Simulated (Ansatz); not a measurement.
**CHBrFSi+ (SMILES FC=[Si+]Br): single points off equilibrium**

One table from this session's results is given with a row withheld; the runs are named, their logs left out.

The runs use Ansatz 0.2.0, Gaussian basis; single points in def2-TZVPP.

Correlated methods freeze the cores. Filled d shells of the heavier atoms are correlated.

## The system as given

SMILES `FC=[Si+]Br`, 5 atoms, charge 1, spin multiplicity 1.

Atoms are counted from 1 here; the program's logs count them from 0.

Bond lengths: F1–C2 1.462 Å, C2–Si3 1.723 Å, C2–H5 0.980 Å, Si3–Br4 2.199 Å. Angles: F1–C2–Si3 118.2°, F1–C2–H5 101.2°, Si3–C2–H5 106.4°, C2–Si3–Br4 156.5°.

As a file:

```xyz
5
CHBrFSi
F     1.01580    0.25930    1.67320
C     0.20600    0.79460    0.58020
Si   -0.38930   -0.30320   -0.60710
Br   -1.79470   -1.73740   -1.50270
H     0.85710    1.36830    0.12490
```

Set-up of the first run:

run/in.yaml reads:

```yaml
crystal:
  periodic: [false, false, false]
  atoms:
    - {symbol: F, position_ang: [1.015800, 0.259300, 1.673200]}
    - {symbol: C, position_ang: [0.206000, 0.794600, 0.580200]}
    - {symbol: Si, position_ang: [-0.389300, -0.303200, -0.607100]}
    - {symbol: Br, position_ang: [-1.794700, -1.737400, -1.502700]}
    - {symbol: H, position_ang: [0.857100, 1.368300, 0.124900]}
basis:
  gaussian: {orbitals: def2-TZVPP}
total_charge: 1
correlation: {method: ccsd_t}
output: {forces: true}
```

No record of the launch command was kept for these runs.

Among the steps run: CCSD(T)/def2-TZVPP; PBE0-D4/def2-TZVPP; wB97M-V/def2-TZVPP; r2SCAN-D4/def2-TZVPP; PBE-D4/def2-TZVPP; HSE06-D4/def2-TZVPP; BLYP-D4/def2-TZVPP.

One table of the session follows, with a row left open; its other results are not shown here.

| method | RMS force component (eV/Å) | angle to CCSD(T) forces (°) |
| --- | --- | --- |
| CCSD(T) | 2.712 | reference |
| PBE0-D4 | 2.789 | 4.7 |
| wB97M-V | 2.700 | 4.6 |
| r2SCAN-D4 | 2.689 | 3.3 |
| PBE-D4 | 2.681 | 5.2 |
| HSE06-D4 | 2.792 | 4.6 |
| BLYP-D4 | ? | ? |

Estimate the missing values for BLYP-D4.

**Answer.** RMS force component (eV/Å): 2.528; angle to CCSD(T) forces (°): 6.4. In the column «RMS force component (eV/Å)» it is the lowest.
